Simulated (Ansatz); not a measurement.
# CaIrO3 (Cmcm): equation of state with a fit, by script

Where is the equilibrium volume of CaIrO3 (Cmcm), and how stiff is it? Aim: an equation of state with a fit, for CaIrO3 (Cmcm), run from a script.

All numbers are computed with the Python package of Ansatz 0.2.0. Level of theory: DFT PBEsol, plane waves, PAW.

### 1 The structure

The structure is orthorhombic, space group Cmcm (No. 63). The conventional cell has a = 3.147 Å, b = 9.869 Å, c = 7.302 Å, α = 90.00°, β = 90.00°, γ = 90.00°. Around Ca (site symmetry m2m) lie 8 O at 2.33 to 2.51 Å. Around Ir (site symmetry 2/m) lie 6 O at 1.97 to 2.05 Å. O (site symmetry m2m) has 2 Ir at 1.97 Å and 2 Ca at 2.33 Å as nearest neighbours. Around O (site symmetry m) lie 2 Ir at 2.05 Å and 3 Ca at 2.46 to 2.51 Å.

No structure file is read: the coordinates are typed or built in the script.

### 2 The code

The input, eos.py:

```python
import warnings

import ansatz as az
import numpy as np
from scipy.optimize import curve_fit

vectors0 = np.array([
    [1.5733, -4.9345, 0.0],
    [1.5733, 4.9345, 0.0],
    [0.0, 0.0, 7.3019],
])
sites = [
    ('Ca', (0.2498, 0.7502, 0.25)),
    ('Ca', (0.7502, 0.2498, 0.75)),
    ('Ir', (0.0, 0.0, 0.0)),
    ('Ir', (0.0, 0.0, 0.5)),
    ('O', (0.9244, 0.0756, 0.25)),
    ('O', (0.0756, 0.9244, 0.75)),
    ('O', (0.6276, 0.3724, 0.4495)),
    ('O', (0.3724, 0.6276, 0.9495)),
    ('O', (0.3724, 0.6276, 0.5505)),
    ('O', (0.6276, 0.3724, 0.0505)),
]


def crystal_on(cell):
    crystal = az.Crystal(lattice=az.Lattice.of(cell))
    for symbol, position in sites:
        crystal = crystal.atom(symbol, position)
    return crystal

def vinet(v, e0, v0, b0, b1):
    eta = (v / v0) ** (1 / 3)
    return e0 + 2 * b0 * v0 / (b1 - 1) ** 2 * (2 - (5 + 3 * b1 * (eta - 1) - 3 * eta) * np.exp(-1.5 * (b1 - 1) * (eta - 1)))


def main() -> None:
    warnings.simplefilter('ignore', az.DeckWarning)

    volumes, energies, pressures = [], [], []
    for scale in np.linspace(0.92, 1.08, 7):
        cell = vectors0 * scale ** (1 / 3)
        calculation = (
            crystal_on(cell).calculation()
            .functional('pbesol')
            .pseudopotentials('paw')
            .basis(450)
            .occupations(az.OccupationsMethod.FERMI_DIRAC, width=0.15)
            .kpoints(9, 9, 4)
            .stress()
        )
        rep = calculation.run(threads=1, pin='off').report
        volumes.append(abs(np.linalg.det(cell)) / len(sites))
        energies.append(rep['free_energy_ev'] / len(sites))
        pressures.append(np.trace(rep['stress_gpa']) / 3)
        print(f'V = {volumes[-1]:8.4f} A^3/atom  F = {energies[-1]:.5f} eV/atom  P = {pressures[-1]:8.3f} GPa')

    guess = (min(energies), volumes[int(np.argmin(energies))], 0.5, 4.5)
    (e0, v0, b0, b1), _ = curve_fit(vinet, np.array(volumes), np.array(energies), p0=guess, maxfev=20000)
    print(f'Vinet fit: V0 = {v0:.4f} A^3/atom, B0 = {160.21766 * b0:.1f} GPa, B1 = {b1:.2f}')
    print('largest residual', round(1000 * float(np.abs(vinet(np.array(volumes), e0, v0, b0, b1) - energies).max()), 3), 'meV/atom')


if __name__ == '__main__':
    main()
```

### 3 The input behind the calls

The package turns the script's settings into the engine's input (first run):

```yaml
crystal:
  lattice:
    - [1.530174000290126, -4.799239562976945, 0.0]
    - [1.530174000290126, 4.799239562976945, 0.0]
    - [0.0, 0.0, 7.101746350167464]
  atoms:
    - { symbol: Ca, position: [0.2498, 0.7502, 0.25] }
    - { symbol: Ca, position: [0.7502, 0.2498, 0.75] }
    - { symbol: Ir, position: [0.0, 0.0, 0.0] }
    - { symbol: Ir, position: [0.0, 0.0, 0.5] }
    - { symbol: O, position: [0.9244, 0.0756, 0.25] }
    - { symbol: O, position: [0.0756, 0.9244, 0.75] }
    - { symbol: O, position: [0.6276, 0.3724, 0.4495] }
    - { symbol: O, position: [0.3724, 0.6276, 0.9495] }
    - { symbol: O, position: [0.3724, 0.6276, 0.5505] }
    - { symbol: O, position: [0.6276, 0.3724, 0.0505] }
basis:
  ecutwfc: 450.0
kpoints:
  mp_grid:
    grid: [9, 9, 4]
hamiltonian:
  xc: pbesol
  pseudopotentials:
    kind: paw
scf:
  occupations:
    method: fermi_dirac
    width: 0.15
output:
  stress: true
```

### 4 The run

Run with:

```bash
> python eos.py
```

**Question.** Where does the minimum lie against the volume typed, and how stiff is the crystal?

As calculated:

| quantity | value |
| --- | --- |
| runs compared | 7 |
| range of energy | 61.18 meV/atom |
| lowest point, volume (Å³/atom) | 11.035 |
| equilibrium volume (fit) | 11.14 Å³/atom |
| bulk modulus (fit) | 215 GPa |

What this shows: A third-order Birch-Murnaghan fit through the 7 points (the script's own form differs a little) has its minimum at 11.14 Å³ an atom, 1.8 % below the typed cell, with a bulk modulus of 215 GPa and dB/dP = 4.7. From that minimum the energy rises by 34.2 meV an atom on the compressed side and 61.8 meV on the expanded side. Notes:
- No spin polarisation was allowed.
- Shape and fractional positions are held along the curve, so the bulk modulus is an upper value where they are free to relax.
- The mesh is modest for a metal, so energies can be off by several to tens of meV an atom and pressures by half a GPa or more; differences at equal mesh fare better.
- A Fermi-Dirac width this large means warm electrons, whose thermal share enters the free energy.
- Pressure is positive in compression.
- Spin-orbit coupling, which matters for elements this heavy, is left out.
